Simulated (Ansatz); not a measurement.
# H3O3SV: up Jacob's ladder to CCSD(T)

An exercise on one series of results from a longer session: the logs are not shown, and one member is left open.

Program: Ansatz 0.2.0, Gaussian basis. Level of theory: functionals in def2-TZVPP, the program's frozen cores in correlated methods. These are calculated values, not measurements.

Plan: LDA (SPW92), PBE-D4, revPBE-D4, BLYP-D4, r2SCAN-D4, B97M-V, PBE0-D4, B3LYP-D4, r2SCANh-D4, r2SCAN0-D4, HSE06-D4, BHLYP-D4, CAM-B3LYP-D4, LC-ωPBE, ωB97X-V, ωB97M-V, B2PLYP, PBE-QIDH; CCSD(T)/def2-SVP; CCSD(T)/def2-TZVPP; MP2/def2-QZVPP; extrapolation to the limit; RPA on PBE.

## The geometry

The geometry comes from an earlier relaxation with PBE0-D4 in a triple-zeta def2 set; it is a stationary point, not always the lowest conformer.

SMILES `[OH][V]([OH])([OH])=[S]`, 8 atoms, charge 0, spin multiplicity 1.

Atoms are counted from 1 here; the program's logs count them from 0.

Bond lengths: O1–V2 1.753 Å, O1–H6 0.961 Å, V2–O3 1.753 Å, V2–O4 1.763 Å, V2–S5 2.001 Å, O3–H7 0.961 Å, O4–H8 0.964 Å. Angles: V2–O1–H6 123.2°, O1–V2–O3 107.6°, O1–V2–O4 109.7°, O1–V2–S5 111.1°, O3–V2–O4 109.7°, O3–V2–S5 111.1°, O4–V2–S5 107.7°, V2–O3–H7 123.2°, V2–O4–H8 116.9°.

The first run:

Contents of in.yaml:

```yaml
crystal:
  periodic: [false, false, false]
  atoms:
    - {symbol: O, position_ang: [-1.058358, 1.040274, 0.746631]}
    - {symbol: V, position_ang: [0.051179, 0.047530, -0.179312]}
    - {symbol: O, position_ang: [1.396558, -0.361701, 0.867823]}
    - {symbol: O, position_ang: [-0.764169, -1.425475, -0.702467]}
    - {symbol: S, position_ang: [0.681409, 1.009544, -1.816804]}
    - {symbol: H, position_ang: [-1.407507, 1.876710, 0.427857]}
    - {symbol: H, position_ang: [2.315768, -0.249952, 0.611480]}
    - {symbol: H, position_ang: [-1.122781, -1.994031, -0.011008]}
basis:
  gaussian: {orbitals: def2-TZVPP}
hamiltonian: {xc: lda}
output: {orbitals: {seedname: orbitals}}
```

Launch:

```sh
ansatz run in.yaml --threads 2 --pin off --events-out ev --progress --plain --max-ram 20480MiB --backend cpu
```

Among the steps run: LDA; PBE-D4 (GGA); revPBE-D4 (GGA); BLYP-D4 (GGA); r2SCAN-D4 (meta-GGA); B97M-V (meta-GGA); PBE0-D4 (hybrid); B3LYP-D4 (hybrid); r2SCANh-D4 (hybrid); r2SCAN0-D4 (hybrid); HSE06-D4 (hybrid); BHLYP-D4 (hybrid); CAM-B3LYP-D4 (range-separated); LC-ωPBE (range-separated); ωB97X-V (range-separated); ωB97M-V (range-separated); B2PLYP (double hybrid); PBE-QIDH (double hybrid).

One of the session's tables, all rows but one given; the rest of the session is left out.

It belongs to the step «Frontier levels by functional». 

| functional | HOMO (eV) | LUMO (eV) | gap (eV) |
| --- | --- | --- | --- |
| LDA (SPW92) | -6.83 | -3.80 | 3.03 |
| PBE-D4 | -6.66 | -3.60 | 3.06 |
| revPBE-D4 | -6.59 | -3.52 | 3.07 |
| BLYP-D4 | -6.50 | -3.49 | 3.01 |
| r2SCAN-D4 | -6.95 | -3.64 | 3.31 |
| B97M-V | -6.99 | -3.64 | 3.36 |
| PBE0-D4 | -7.91 | -2.83 | 5.08 |
| B3LYP-D4 | -7.67 | -3.06 | 4.62 |
| r2SCANh-D4 | -7.41 | -3.33 | 4.08 |
| r2SCAN0-D4 | ? | ? | ? |
| HSE06-D4 | -7.51 | -3.21 | 4.30 |
| BHLYP-D4 | -9.01 | -1.87 | 7.14 |
| CAM-B3LYP-D4 | -9.22 | -1.77 | 7.45 |
| LC-ωPBE | -10.54 | -0.71 | 9.83 |
| ωB97X-V | -10.20 | -0.71 | 9.49 |
| ωB97M-V | -10.07 | -0.67 | 9.40 |

Estimate the missing values for r2SCAN0-D4.

Worked estimate for «HOMO (eV)». Against the share of exact exchange, r2SCAN-D4 (0, -6.95), r2SCANh-D4 (0.1, -7.41) give a slope of -4.60 per unit share; at 0.25 the line stands at -8.10.

The run gave: HOMO (eV): -8.11; LUMO (eV): -2.84; gap (eV): 5.26. In «HOMO (eV)» the line misses by +0.01.
